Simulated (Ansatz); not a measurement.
# Sc3Al2: the cost of one run

Program: Ansatz 0.2.0. Level of theory: DFT PBE, scalar-relativistic, plane waves, PAW. These are calculated values, not measurements.

2 further runs of the same task are left out: 1 that didn't finish, 1 set aside as unsound or not needed.

### 1 The starting structure

Symmetry: Pm-3m, No. 221, cubic system. The conventional cell has a = 3.829 Å, b = 3.829 Å, c = 3.829 Å, α = 90.00°, β = 90.00°, γ = 90.00°. Around Sc (site symmetry 4/mmm) lie 2 Al at 1.91 Å. Al (site symmetry m-3m) is surrounded by 6 Sc at 1.91 Å. Around Al (site symmetry m-3m) lie 12 Sc at 2.71 Å.

Coordinates:

```
Sc Al
1.0
     3.82944    0.00000    0.00000
     0.00000    3.82944    0.00000
     0.00000    0.00000    3.82944
Sc Al
3 2
Direct
  0.50000 0.00000 0.00000
  0.00000 0.50000 0.00000
  0.00000 0.00000 0.50000
  0.00000 0.00000 0.00000
  0.50000 0.50000 0.50000
```

A structure generator made this guess: random cell by space group and Wyckoff sites (Pm-3m, No. 221). The dimensions are guesses.

### 2 The guess as it stands, on a coarse mesh

File input.yaml:

```yaml
crystal:
  lattice:
    - [3.82943575, 0.0, 0.0]
    - [0.0, 3.82943575, 0.0]
    - [0.0, 0.0, 3.82943575]
  atoms:
    - { symbol: Sc, position: [0.5, 0.0, 0.0] }
    - { symbol: Sc, position: [0.0, 0.5, 0.0] }
    - { symbol: Sc, position: [0.0, 0.0, 0.5] }
    - { symbol: Al, position: [0.0, 0.0, 0.0] }
    - { symbol: Al, position: [0.5, 0.5, 0.5] }
basis:
  ecutwfc: 420
kpoints:
  mp_grid: { grid: [4, 4, 4] }
hamiltonian:
  xc: pbe
scf:
  occupations: { method: gaussian, width: 0.1 }
  lower_state_search: "off"
output:
  forces: true
  stress: true
  eigenvalues: true
```

On the command line:

```
ansatz run input.yaml --threads 1 --pin off --max-ram 2048MiB --backend cpu --events-out ev --progress --plain --runs-dir out
```

What time and memory should one allow on 1 thread of Arm Neoverse V1, shared host?

About 1.2 s, with a peak of 0.29 GiB.
